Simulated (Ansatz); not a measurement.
# SiC (Moissanite 3C): the cost of one run

All numbers are computed with the Python package of Ansatz 0.2.0. The levels of theory stand in the script.

**1. The structure**

The structure is cubic, space group F-43m (No. 216). Conventional cell: a = 4.358 Å, b = 4.358 Å, c = 4.358 Å, α = 90.00°, β = 90.00°, γ = 90.00°. Si (site symmetry -43m) is surrounded by 4 C at 1.89 Å. C (site symmetry -43m) has 4 Si at 1.89 Å as nearest neighbours.

The script holds or builds the structure itself.

**2. The script**

lattice_sic.py reads:

```python
"""How the lattice of SiC depends on the functional."""

import warnings

import ansatz as az
import numpy as np

def edges_and_angles(cell):
    cell = np.asarray(cell)
    a, b, c = np.linalg.norm(cell, axis=1)
    cosines = cell[1] @ cell[2] / (b * c), cell[0] @ cell[2] / (a * c), cell[0] @ cell[1] / (a * b)
    return (a, b, c, *np.degrees(np.arccos(cosines)))

warnings.simplefilter("ignore", az.DeckWarning)

lattice = az.Lattice.of(
    (0.0, 2.179, 2.179),
    (2.179, 0.0, 2.179),
    (2.179, 2.179, 0.0),
)
sites = [
    ("Si", (0.0, 0.0, 0.0)),
    ("C", (0.25, 0.25, 0.25)),
]
cell = az.Crystal(lattice=lattice)
for symbol, position in sites:
    cell = cell.atom(symbol, position)

model = (
    cell.calculation()
    .basis(18 * az.Ha, xc_grid=2)
    .kpoints(mesh=(8, 8, 8), center="gamma")
    .occupations("Fixed")  # whole-number filling, right only where there is a gap
    .scf(tolerance=1e-05)
    .relax(cell=True)
)

levels = [("pbe", "none"), ("rpbe", "none"), ("r2scan", "d4"), ("lda", "none")]
print("level            a       b       c    alpha   beta  gamma  V/atom  steps")
for name, dispersion in levels:
    seen = []
    run = model.functional(name, dispersion=dispersion).session().plan()
    res = run.execute(on_event=lambda e: seen.append(e) if e["event"] == "relax_step" else None)
    cell = res.lattice.cell_ang
    label = name if dispersion == "none" else f"{name}+{dispersion}"
    print("{:13s} {:7.4f} {:7.4f} {:7.4f} {:6.2f} {:6.2f} {:6.2f}".format(label, *edges_and_angles(cell)), f"{abs(np.linalg.det(cell)) / len(res.lattice.sites):7.3f} {len(seen):5d}")
```

**3. The calls as engine input**

The package turns the script's settings into the engine's input (first run):

```yaml
crystal:
  lattice:
    - [0.0, 2.179, 2.179]
    - [2.179, 0.0, 2.179]
    - [2.179, 2.179, 0.0]
  atoms:
    - { symbol: Si, position: [0.0, 0.0, 0.0] }
    - { symbol: C, position: [0.25, 0.25, 0.25] }
basis:
  ecutwfc: 489.804952427784
  xc_grid: 2
kpoints:
  mp_grid:
    grid: [8, 8, 8]
    shift: [0.0, 0.0, 0.0]
hamiltonian:
  xc: pbe
  dispersion: none
scf:
  convergence:
    dr2_threshold: 1.0e-05
  occupations:
    method: fixed
relax:
  cell: {}
```

**4. The run**

Command:

```bash
$ python lattice_sic.py
```

**Question.** How long does this script take on 1 thread of Arm Neoverse V1, shared host, and how much memory does it need?

About 14 s, with a peak of 0.37 GiB.
